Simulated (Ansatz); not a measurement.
# SrCd: the cost of one run

Method: DFT LDA, scalar-relativistic, in Ansatz 0.2.0.

### Step 1. Starting point

It takes space group Pm-3m (No. 221, cubic). The conventional cell has a = 4.003 Å, b = 4.003 Å, c = 4.003 Å, α = 90.00°, β = 90.00°, γ = 90.00°. Sr (site symmetry m-3m) is surrounded by 8 Cd at 3.47 Å. Cd (site symmetry m-3m) is surrounded by 8 Sr at 3.47 Å.

As a file:

```
Sr Cd
1.0
     4.00300    0.00000    0.00000
     0.00000    4.00300    0.00000
     0.00000    0.00000    4.00300
Sr Cd
1 1
Cartesian
  2.0015 2.0015 2.0015
  0.0000 0.0000 0.0000
```

Atoms are numbered in the order of the input: Sr1, Cd2.

### Step 2. The deformed structure

Space group Pm-3m before, P4/mmm after.

### Step 3. Full-potential LAPW

Contents of input.yaml:

```yaml
crystal:
  lattice:
    - [4.003, 0.0, 0.0]
    - [0.0, 4.003, 0.0]
    - [0.0, 0.0, 3.96297]
  atoms:
    - { symbol: Sr, position: [0.5, 0.5, 0.5] }
    - { symbol: Cd, position: [0.0, 0.0, 0.0] }
kpoints:
  mp_grid: { grid: [10, 10, 10] }
  band_path:
    path:
      - [0.0, 0.0, 0.0]
      - [0.0, 0.5, 0.0]
      - [0.5, 0.5, 0.0]
      - [0.0, 0.0, 0.0]
      - [0.0, 0.0, 0.5]
      - [0.0, 0.5, 0.5]
      - [0.5, 0.5, 0.5]
      - [0.0, 0.0, 0.5]
      - [0.0, 0.5, 0.0]
    npoints: 5
scf:
  occupations: { method: fermi_dirac, width: 0.08 }
hamiltonian:
  xc: lda
  pseudopotentials: { kind: all_electron, lapw: { basis_error: 0.0005 } }
output:
  forces: true
  stress: true
  eigenvalues: true
```

Started as:

```bash
$ ansatz run input.yaml --threads 1 --pin off --max-ram 3072MiB --backend cpu --events-out ev --progress --plain --runs-dir out
```

**Question.** How long does this run take on 1 thread of Arm Neoverse V2, shared host, and how much memory does it need?

About 31 s, with a peak of 0.51 GiB.
